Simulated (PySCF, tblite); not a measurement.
# C₂₂H₁₄: electronic excitations, NMR shifts

Wanted: electronic excitations, NMR shifts for C₂₂H₁₄ (`c1ccc2c(c1)ccc1ccc3ccc4ccccc4c3c12`).

Programs: tblite 0.8.0 and PySCF 2.14.0, with routines of our own; each step states its level. All values are computed. Atoms count from 0.

## 1. The system as given

36 atoms, charge 0, multiplicity 1; geometry from: force field, distance geometry or constructed start.

## 2. Relaxing the molecule with GFN2-xTB

Job settings and geometry (Å):

```
{"job": {"kind": "relax", "xc": "GFN2-xTB", "basis": "xTB"}, "charge": 0, "multiplicity": 1}
C      3.703200     2.063400    -0.513900
C      2.400600     2.349300    -0.920800
C      1.416000     1.366800    -0.791400
C      1.649700     0.092000    -0.241100
C      3.009100    -0.200300     0.062600
C      3.998900     0.791500    -0.045100
C      3.384100    -1.491300     0.401300
C      2.454900    -2.516400     0.362800
C      1.107500    -2.259400     0.091000
C      0.247400    -3.346900    -0.063000
C     -1.086400    -3.154200    -0.384700
C     -1.637500    -1.875700    -0.375700
C     -3.002700    -1.748900    -0.650100
C     -3.640900    -0.526600    -0.546200
C     -2.964300     0.578700    -0.033200
C     -3.676700     1.760000     0.224300
C     -3.068400     2.841800     0.850800
C     -1.753400     2.726800     1.262300
C     -1.035500     1.561800     0.996400
C     -1.576400     0.468000     0.275800
C     -0.840200    -0.738200    -0.059600
C      0.622500    -0.928500    -0.054100
H      4.480400     2.821800    -0.594200
H      2.153500     3.314400    -1.334400
H      0.425100     1.621200    -1.178300
H      5.029200     0.565800     0.217700
H      4.421500    -1.733200     0.625000
H      2.795300    -3.536900     0.532700
H      0.627400    -4.364700    -0.002700
H     -1.702600    -4.025900    -0.573300
H     -3.582000    -2.615700    -0.956000
H     -4.705500    -0.466600    -0.777200
H     -4.727700     1.837900    -0.051700
H     -3.632800     3.743200     1.056000
H     -1.275800     3.545300     1.801900
H     -0.023900     1.501400     1.391000
```

Run with:

```sh
$ OMP_NUM_THREADS=1 python large_run.py task.json out
```

This one command runs all jobs of the session in turn.

The program printed:

```text
step      E/eV     max force
  0   -1475.93947    2.283
  1   -1476.10716    1.184
  2   -1476.15241    0.279
  3   -1476.16472    0.193
  4   -1476.19021    0.224
  5   -1476.20482    0.299
  6   -1476.21797    0.265
  7   -1476.22817    0.169
  8   -1476.23499    0.159
  9   -1476.23933    0.123
 10   -1476.24287    0.107
 11   -1476.24641    0.132
 12   -1476.24974    0.136
 13   -1476.25265    0.106
 14   -1476.25549    0.107
 15   -1476.25880    0.127
 16   -1476.26266    0.119
 17   -1476.26636    0.103
 18   -1476.26932    0.102
 19   -1476.27173    0.087
 20   -1476.27414    0.099
 21   -1476.27683    0.117
 22   -1476.27981    0.107
 23   -1476.28288    0.092
 24   -1476.28580    0.093
 25   -1476.28840    0.086
 26   -1476.29070    0.073
 27   -1476.29298    0.082
 28   -1476.29553    0.088
 29   -1476.29818    0.093
 30   -1476.30050    0.093
 31   -1476.30250    0.083
 32   -1476.30468    0.100
 33   -1476.30734    0.105
 34   -1476.30990    0.087
 35   -1476.31159    0.073
 36   -1476.31259    0.060
 37   -1476.31340    0.059
 38   -1476.31421    0.048
 39   -1476.31480    0.037
 40   -1476.31514    0.033
 41   -1476.31540    0.042
 42   -1476.31571    0.046
 43   -1476.31598    0.031
 44   -1476.31615    0.023
 45   -1476.31627    0.023
 46   -1476.31640    0.024
 47   -1476.31657    0.029
 48   -1476.31675    0.023
 49   -1476.31691    0.024
 50   -1476.31707    0.020
 51   -1476.31724    0.022
 52   -1476.31740    0.020
```

It took 0.98 s on 1 thread of Arm Neoverse V2, shared host; peak memory 0.18 GiB.

Step by step:

```csv
step,energy from step 0 (eV),largest force (eV/Å)
0,0.0000,2.2823
1,-0.1677,1.1845
2,-0.2129,0.2787
3,-0.2252,0.1934
4,-0.2507,0.2236
5,-0.2653,0.2988
6,-0.2785,0.2643
7,-0.2887,0.1691
8,-0.2955,0.1586
11,-0.3069,0.1315
15,-0.3193,0.1268
18,-0.3299,0.1018
22,-0.3403,0.1077
26,-0.3512,0.0733
29,-0.3587,0.0936
33,-0.3679,0.1046
37,-0.3739,0.0588
40,-0.3757,0.0330
44,-0.3767,0.0231
48,-0.3773,0.0230
49,-0.3774,0.0242
50,-0.3776,0.0208
51,-0.3778,0.0221
52,-0.3779,0.0203
```

Distances of close pairs at the start and the end, largest changes first:

```csv
bond,before (Å),after (Å),change (Å)
C20–C21,1.475,1.431,-0.044
C4–C6,1.386,1.420,+0.034
C6–C7,1.384,1.354,-0.030
C12–C13,1.383,1.354,-0.029
C13–C14,1.394,1.420,+0.027
C9–C10,1.386,1.359,-0.026
C1–C2,1.397,1.371,-0.026
C17–C18,1.394,1.371,-0.023
```

The final coordinates are the input of the step that follows.

## 3. Electronic excitations: TDA PBE0/6-31G*

Job settings and geometry (Å):

```
{"job": {"kind": "uv", "basis": "6-31G*", "grid": 1, "kgrid": 0, "vcut": 1.5, "nstates": 6, "ntriplets": 2, "tda": true, "delta": [], "pop": true, "xc": "PBE0"}, "charge": 0, "multiplicity": 1}
C      3.484176     2.109876    -0.550965
C      2.174297     2.298456    -1.002397
C      1.237011     1.309974    -0.847414
C      1.558612     0.088086    -0.226281
C      2.915802    -0.144028     0.104763
C      3.850575     0.897455    -0.029942
C      3.328409    -1.444061     0.501053
C      2.463322    -2.483531     0.432647
C      1.092134    -2.277434     0.122429
C      0.226146    -3.382522    -0.044912
C     -1.069869    -3.191359    -0.407429
C     -1.627593    -1.891956    -0.408803
C     -3.001140    -1.703138    -0.720543
C     -3.576206    -0.480284    -0.631907
C     -2.856561     0.609272    -0.072680
C     -3.501829     1.824152     0.217372
C     -2.851385     2.823955     0.890095
C     -1.544520     2.614390     1.340325
C     -0.882606     1.452923     1.036969
C     -1.490542     0.446006     0.263389
C     -0.821626    -0.781649    -0.082767
C      0.596633    -0.966975    -0.037682
H      4.207159     2.907170    -0.645042
H      1.903673     3.227187    -1.483811
H      0.238842     1.461886    -1.228135
H      4.873836     0.711651     0.264560
H      4.360020    -1.593243     0.784280
H      2.795528    -3.493191     0.627496
H      0.630108    -4.378582     0.065647
H     -1.709812    -4.029294    -0.644583
H     -3.573462    -2.561511    -1.042962
H     -4.607086    -0.325556    -0.915463
H     -4.533821     1.943074    -0.080749
H     -3.351948     3.757108     1.103237
H     -1.057318     3.371491     1.937123
H      0.114692     1.295955     1.417759
```

With the program's defaults for keys left out, this is: TDA PBE0/6-31G*, vertical, gas phase, core orbitals frozen in the response, virtual orbitals cut by energy.

The program printed:

```text
start: PBE on a coarse grid of 30606 points
cycle   1  E = -845.7598088422  dE =  3.800e+00  |g| = 8.026e-01  |ddm| = 7.266e+00
cycle   2  E = -845.6794368109  dE =  8.037e-02  |g| = 9.761e-01  |ddm| = 2.404e+00
cycle   3  E = -845.9402231833  dE = -2.608e-01  |g| = 2.096e-01  |ddm| = 1.508e+00
cycle   4  E = -845.9495096470  dE = -9.286e-03  |g| = 1.081e-01  |ddm| = 3.773e-01
cycle   5  E = -845.9528674580  dE = -3.358e-03  |g| = 3.519e-02  |ddm| = 1.781e-01
cycle   6  E = -845.9531818894  dE = -3.144e-04  |g| = 1.298e-02  |ddm| = 5.514e-02
cycle   7  E = -845.9532194112  dE = -3.752e-05  |g| = 6.690e-03  |ddm| = 2.228e-02
final grid: 134344 points
cycle   8  E = -845.8002164205  dE = -9.347e-03  |g| = 4.450e-02  |ddm| = 1.175e+00
cycle   9  E = -845.8003189293  dE = -1.025e-04  |g| = 4.161e-02  |ddm| = 1.211e-01
cycle  10  E = -845.8007786713  dE = -4.597e-04  |g| = 1.243e-02  |ddm| = 6.699e-02
cycle  11  E = -845.8008201166  dE = -4.145e-05  |g| = 3.342e-03  |ddm| = 1.842e-02
cycle  12  E = -845.8008238198  dE = -3.703e-06  |g| = 1.357e-03  |ddm| = 6.209e-03
cycle  13  E = -845.8008248831  dE = -1.063e-06  |g| = 5.916e-04  |ddm| = 2.234e-03
cycle  14  E = -845.8008242077  dE =  6.754e-07  |g| = 1.929e-04  |ddm| = 9.243e-04
cycle  15  E = -845.8008221113  dE =  2.096e-06  |g| = 2.421e-05  |ddm| = 2.679e-04
converged SCF energy = -845.8008221113

Static polarisability (au): isotropic 233.008, principal 93.998 290.718 314.309

Singlet excitations
state   eV       nm        f      main configurations
  1   3.5511    349.1   0.00085   H->L 0.55, H-1->L+1 0.43
  2   3.8712    320.3   0.00411   H-1->L 0.51, H->L+1 0.45
  3   4.1374    299.7   0.34400   H-1->L 0.42, H->L+1 0.38, H-2->L 0.16
  4   4.2866    289.2   0.04344   H-2->L 0.49, H-1->L+2 0.38
  5   4.3956    282.1   0.05009   H-1->L+1 0.40, H->L 0.27, H-2->L+1 0.26
  6   4.4401    279.2   0.02548   H->L+2 0.44, H-2->L+1 0.38, H->L 0.10

Triplet excitations (Tamm-Dancoff, eV): 2.7428 3.1041
```

Run time: 41 s. Hardware: 1 thread of Arm Neoverse V2, shared host; peak memory 0.67 GiB.

Frontier orbitals and where they lie:

```csv
orbital,eV,atoms
HOMO−4,-7.78,"C18 12 %, C15 12 %, C5 12 %"
HOMO−3,-7.08,"C0 10 %, C16 10 %, C19 10 %"
HOMO−2,-6.41,"C1 10 %, C17 10 %, C5 10 %"
HOMO−1,-5.87,"C9 10 %, C10 10 %, C16 8 %"
HOMO,-5.76,"C6 12 %, C13 12 %, C8 7 %"
LUMO,-1.19,"C10 11 %, C9 11 %, C21 9 %"
LUMO+1,-1.18,"C13 14 %, C6 14 %, C11 7 %"
LUMO+2,-0.43,"C17 11 %, C1 11 %, C12 10 %"
LUMO+3,0.24,"C0 12 %, C16 12 %, C3 11 %"
```

With each of the 6 states as a Gaussian band of 0.4 eV half-width at 1/e, the curve within the window shown has maxima at 297 nm (ε 18,000) L/(mol cm). Beyond the last state computed it falls off for lack of states. The curve at chosen wavelengths:

```json
{"nm": "262", "ε (L/mol/cm)": "3480"}
{"nm": "268", "ε (L/mol/cm)": "6057"}
{"nm": "275", "ε (L/mol/cm)": "9824"}
{"nm": "281", "ε (L/mol/cm)": "13134"}
{"nm": "287", "ε (L/mol/cm)": "15845"}
{"nm": "294", "ε (L/mol/cm)": "17548"}
{"nm": "300", "ε (L/mol/cm)": "17501"}
{"nm": "306", "ε (L/mol/cm)": "16199"}
{"nm": "313", "ε (L/mol/cm)": "13602"}
{"nm": "319", "ε (L/mol/cm)": "10979"}
{"nm": "325", "ε (L/mol/cm)": "8407"}
{"nm": "332", "ε (L/mol/cm)": "5808"}
{"nm": "338", "ε (L/mol/cm)": "4049"}
{"nm": "344", "ε (L/mol/cm)": "2726"}
{"nm": "350", "ε (L/mol/cm)": "1782"}
{"nm": "357", "ε (L/mol/cm)": "1053"}
{"nm": "363", "ε (L/mol/cm)": "657"}
{"nm": "369", "ε (L/mol/cm)": "404"}
{"nm": "376", "ε (L/mol/cm)": "227"}
{"nm": "382", "ε (L/mol/cm)": "138"}
{"nm": "388", "ε (L/mol/cm)": "84"}
{"nm": "395", "ε (L/mol/cm)": "47"}
{"nm": "401", "ε (L/mol/cm)": "29"}
{"nm": "407", "ε (L/mol/cm)": "18"}
{"nm": "414", "ε (L/mol/cm)": "11"}
{"nm": "420", "ε (L/mol/cm)": "7"}
```

Ground-state properties from the same run:

```csv
property,computed
dipole moment (D),0.03
polarisability (Å³),34.53
HOMO–LUMO gap (eV),4.57
−ε(HOMO) (eV),5.76
```

## 4. NMR shifts: GIAO KT3/pcSseg-1

The job, as its differences from that of step 3:

```diff
@@ -1,2 +1,2 @@
-{"job": {"kind": "uv", "basis": "6-31G*", "grid": 1, "kgrid": 0, "vcut": 1.5, "nstates": 6, "ntriplets": 2, "tda": true, "delta": [], "pop": true, "xc": "PBE0"}, "charge": 0, "multiplicity": 1}
+{"job": {"kind": "nmr", "xc": "KT3", "basis": "pcSseg-1", "pop": false}, "charge": 0, "multiplicity": 1}
 C      3.484176     2.109876    -0.550965
```

With the program's defaults for keys left out, this is: GIAO KT3/pcSseg-1 NMR shielding, non-relativistic, gas phase.

The program printed:

```text
start: PBE on a coarse grid of 30606 points
cycle   1  E = -845.2651606056  dE =  3.773e+00  |g| = 7.871e-01  |ddm| = 7.144e+00
cycle   2  E = -845.1694362070  dE =  9.572e-02  |g| = 9.954e-01  |ddm| = 2.686e+00
cycle   3  E = -845.4383408130  dE = -2.689e-01  |g| = 1.748e-01  |ddm| = 1.713e+00
cycle   4  E = -845.4436634088  dE = -5.323e-03  |g| = 1.037e-01  |ddm| = 3.618e-01
cycle   5  E = -845.4467909152  dE = -3.128e-03  |g| = 3.112e-02  |ddm| = 1.929e-01
cycle   6  E = -845.4470167462  dE = -2.258e-04  |g| = 1.338e-02  |ddm| = 5.046e-02
cycle   7  E = -845.4470568798  dE = -4.013e-05  |g| = 6.822e-03  |ddm| = 2.290e-02
final grid: 284956 points
cycle   8  E = -860.8277103899  dE = -5.086e-02  |g| = 2.850e-02  |ddm| = 1.610e+00
cycle   9  E = -860.8268503896  dE =  8.600e-04  |g| = 5.984e-02  |ddm| = 1.390e-01
cycle  10  E = -860.8278854008  dE = -1.035e-03  |g| = 1.531e-02  |ddm| = 1.014e-01
cycle  11  E = -860.8279393596  dE = -5.396e-05  |g| = 7.714e-03  |ddm| = 2.916e-02
cycle  12  E = -860.8279546304  dE = -1.527e-05  |g| = 1.868e-03  |ddm| = 1.185e-02
cycle  13  E = -860.8279545560  dE =  7.439e-08  |g| = 7.154e-04  |ddm| = 3.621e-03
cycle  14  E = -860.8279525423  dE =  2.014e-06  |g| = 2.177e-04  |ddm| = 1.224e-03
cycle  15  E = -860.8279557621  dE = -3.220e-06  |g| = 1.029e-04  |ddm| = 4.299e-04
cycle  16  E = -860.8279558735  dE = -1.114e-07  |g| = 2.610e-05  |ddm| = 2.506e-04
converged SCF energy = -860.8279558735

GIAO shielding tensors (ppm)
atom      isotropic    diamagn.    paramagn.     s11        s22        s33       span
  0 C       64.281     253.175    -188.894    -32.172     53.657    171.359    203.532
  1 C       66.254     251.947    -185.693    -29.538     57.102    171.199    200.737
  2 C       60.710     252.180    -191.470    -30.030     42.427    169.733    199.763
  3 C       61.779     256.749    -194.970     -8.182     12.666    180.853    189.036
  4 C       60.483     251.741    -191.259     -5.598      0.966    186.080    191.678
  5 C       63.222     243.655    -180.434    -26.175     59.109    156.730    182.905
  6 C       62.872     247.942    -185.070    -25.499     60.189    153.927    179.426
  7 C       64.591     246.883    -182.292    -23.449     63.825    153.398    176.847
  8 C       60.956     254.848    -193.892     -6.469      6.292    183.045    189.514
  9 C       63.531     247.905    -184.374    -23.990     61.382    153.201    177.191
 10 C       63.505     247.965    -184.461    -24.025     61.389    153.151    177.176
 11 C       60.891     254.836    -193.945     -6.537      6.211    183.000    189.537
 12 C       64.554     246.876    -182.322    -23.475     63.802    153.334    176.809
 13 C       62.839     247.957    -185.118    -25.532     60.169    153.878    179.410
 14 C       60.484     251.656    -191.171     -5.592      0.987    186.059    191.651
 15 C       63.244     243.693    -180.449    -26.162     59.112    156.782    182.944
 16 C       64.327     253.173    -188.846    -32.140     53.716    171.406    203.545
 17 C       66.304     251.934    -185.630    -29.475     57.103    171.284    200.760
 18 C       60.756     252.162    -191.406    -29.993     42.494    169.767    199.760
 19 C       61.764     256.749    -194.985     -8.221     12.646    180.867    189.088
 20 C       65.350     249.195    -183.845      1.664     15.670    178.716    177.052
 21 C       65.363     249.185    -183.822      1.677     15.660    178.753    177.076
 22 H       24.208      28.351      -4.143     19.963     26.054     26.608      6.645
 23 H       24.509      31.929      -7.420     19.690     25.038     28.799      9.109
 24 H       23.197      35.752     -12.556     15.523     22.398     31.670     16.147
 25 H       23.864      31.017      -7.153     18.842     25.013     27.738      8.895
 26 H       23.867      31.660      -7.793     18.571     25.329     27.702      9.131
 27 H       23.915      32.040      -8.125     18.221     25.578     27.946      9.725
 28 H       23.912      32.366      -8.454     18.186     25.573     27.976      9.790
 29 H       23.909      32.358      -8.449     18.185     25.569     27.972      9.788
 30 H       23.911      32.032      -8.122     18.218     25.575     27.939      9.722
 31 H       23.864      31.648      -7.785     18.565     25.328     27.699      9.133
 32 H       23.867      31.012      -7.146     18.846     25.016     27.739      8.893
 33 H       24.212      28.365      -4.154     19.965     26.057     26.612      6.647
 34 H       24.517      31.943      -7.426     19.695     25.044     28.811      9.116
 35 H       23.197      35.756     -12.559     15.525     22.400     31.667     16.141
```

It took 43 s on 1 thread of Arm Neoverse V2, shared host; peak memory 0.69 GiB.

The references, computed at this level on geometries of the same kind, shield at (ppm): ¹H TMS 31.76, ¹³C TMS 184.7. Their shielding less the atom's gives the shift. The references are single molecules in the gas phase. Atoms listed in one row are averaged.

```csv
atoms,environment,σ (ppm),δ (ppm)
"C4, C14",ring-fusion aromatic carbon,60.5,124.2
"C2, C18",aromatic CH,60.7,124.0
"C8, C11",ring-fusion aromatic carbon,60.9,123.8
"C3, C19",ring-fusion aromatic carbon,61.8,123.0
"C6, C13",aromatic CH,62.9,121.9
"C5, C15",aromatic CH,63.2,121.5
"C9, C10",aromatic CH,63.5,121.2
"C0, C16",aromatic CH,64.3,120.4
"C7, C12",aromatic CH,64.6,120.1
"C20, C21",ring-fusion aromatic carbon,65.4,119.4
"C1, C17",aromatic CH,66.3,118.4
"H24, H35",hydrogen on an aromatic CH,23.20,8.56
"H26, H31",hydrogen on an aromatic CH,23.87,7.89
"H25, H32",hydrogen on an aromatic CH,23.87,7.89
"H28, H29",hydrogen on an aromatic CH,23.91,7.85
"H27, H30",hydrogen on an aromatic CH,23.91,7.85
"H22, H33",hydrogen on an aromatic CH,24.21,7.55
"H23, H34",hydrogen on an aromatic CH,24.51,7.25
```

Ring of atoms C0, C1, C2, C3, C4, C5: NICS(0) -8.4, NICS(1) -10.6, NICS(1)zz -26.2 ppm (means of both faces; NICS(1) differs between them: -11.8 and -9.4).

Ring of atoms C3, C4, C6, C7, C8, C21: NICS(0) -6.5, NICS(1) -9.4, NICS(1)zz -22.1 ppm (means of both faces; NICS(1) differs between them: -10.5 and -8.4).

Ring of atoms C8, C9, C10, C11, C20, C21: NICS(0) -6.5, NICS(1) -9.5, NICS(1)zz -22.1 ppm (means of both faces).

## 5. Results

| quantity | value |
| --- | --- |
| lowest singlet (PBE0/6-31G*) | 3.55 eV (349 nm), f = 0.001 |
| brightest single state of those computed | state 3, 4.14 eV, f = 0.344 |
| lowest triplet | 2.74 eV |
| ¹³C shifts against TMS (KT3/pcSseg-1, means over atoms taken as alike) | 124.2, 124.0, 123.8, 123.0, 121.9, 121.5, 121.2, 120.4, 120.1, 119.4, 118.4 ppm |
| ¹H shifts against TMS (KT3/pcSseg-1, means over atoms taken as alike) | 8.56, 7.89, 7.89, 7.85, 7.85, 7.55, 7.25 ppm |

In words: The lowest singlet, at 3.55 eV, is HOMO→LUMO 0.55, HOMO−1→LUMO+1 0.43 and is dark; of the 6 states computed, the strongest absorption comes from state 3 at 4.14 eV. The lowest triplet lies 0.81 eV below the lowest singlet. NICS(1)zz of -26 ppm above the planar ring from C0 marks a diatropic (aromatic) ring current.
